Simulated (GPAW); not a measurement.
Wanted: an ASE script for a GPAW 26.7.0 run.

```yaml
Task: equation of state
Functional: LDA
Potentials_or_basis: the program's PAW data sets (release 1.2.1) made for this functional
Cutoff: 600 eV
Basis: pw
k_mesh: 6 × 6 × 6
Occupations: fermi-dirac, width 0.05 eV
Spin: no spin polarisation
Maxiter: 150
Eos_scales: "[0.94, 0.96, 0.98, 1.0, 1.02, 1.04, 1.06]"
```

Ga3Sb:

```xyz
4
Lattice="-2.1588 2.1588 4.7605 2.1588 -2.1588 4.7605 2.1588 2.1588 -4.7605" Properties=species:S:1:pos:R:3 pbc="T T T"
Sb    0.0000    0.0000    0.0000
Ga    0.0000    0.0000    4.7605
Ga    2.1588    0.0000    2.3802
Ga    0.0000    2.1588    2.3802
```

The cell comes from a database or a generator and needn't be the stable form of this composition.

One way to write it, as run:

run.py

```python
from ase import Atoms
from ase.eos import EquationOfState
from ase.io import Trajectory
from ase.units import GPa
from gpaw import GPAW, PW

atoms = Atoms(['Sb', 'Ga', 'Ga', 'Ga'],
              cell=[[-2.158799, 2.158799, 4.760484],
                    [2.158799, -2.158799, 4.760484],
                    [2.158799, 2.158799, -4.760484]],
              scaled_positions=[[0.0, 0.0, 0.0],
                                [0.5, 0.5, 0.0],
                                [0.25, 0.75, 0.5],
                                [0.75, 0.25, 0.5]],
              pbc=True)

traj = Trajectory('eos.traj', 'w')
volumes, energies = [], []
for x in [0.94, 0.96, 0.98, 1.0, 1.02, 1.04, 1.06]:
    a = atoms.copy()
    a.set_cell(atoms.cell * x**(1 / 3), scale_atoms=True)
    calc = GPAW(mode=PW(600),
                xc='LDA',
                kpts={'size': (6, 6, 6), 'gamma': True},
                occupations={'name': 'fermi-dirac', 'width': 0.05},
                nbands=23,
                convergence={'density': 1e-05, 'energy': 1e-05},
                maxiter=150,
                txt=f'eos-{x:.2f}.txt')
    a.calc = calc
    energies.append(a.get_potential_energy(force_consistent=True))
    volumes.append(a.get_volume())
    p = -a.get_stress()[:3].mean() / GPa
    calc.write(f'eos-{x:.2f}.gpw')
    traj.write(a)
    print(f'{x:.2f} {volumes[-1]:10.4f} A^3 {energies[-1]:14.6f} eV {p:9.3f} GPa', flush=True)

v0, e0, B = EquationOfState(volumes, energies, eos='birchmurnaghan').fit()
print(f'V0 = {v0:.4f} A^3, E0 = {e0:.6f} eV, B0 = {B / GPa:.2f} GPa')
```

Potentials or basis: the program's PAW data sets (release 1.2.1) made for this functional, pw.

Launch:

```bash
$ OMP_NUM_THREADS=1 python run.py
```

It gave:

* Equilibrium volume: 20.16 Å³/atom (rough: see the caveat)
* Bulk modulus at fixed shape and positions: 62 GPa (rough)

Caveat: the minimum lies outside the volumes run; the cell was scaled at fixed shape and fractional positions, which overstates the stiffness of a crystal with free parameters, most of all of layers and chains.

Wall time 15 min on 1 thread of Intel(R) Xeon(R) Processor @ 2.50GHz (Skylake/Cascade Lake), on a shared host, peak memory 0.39 GiB.
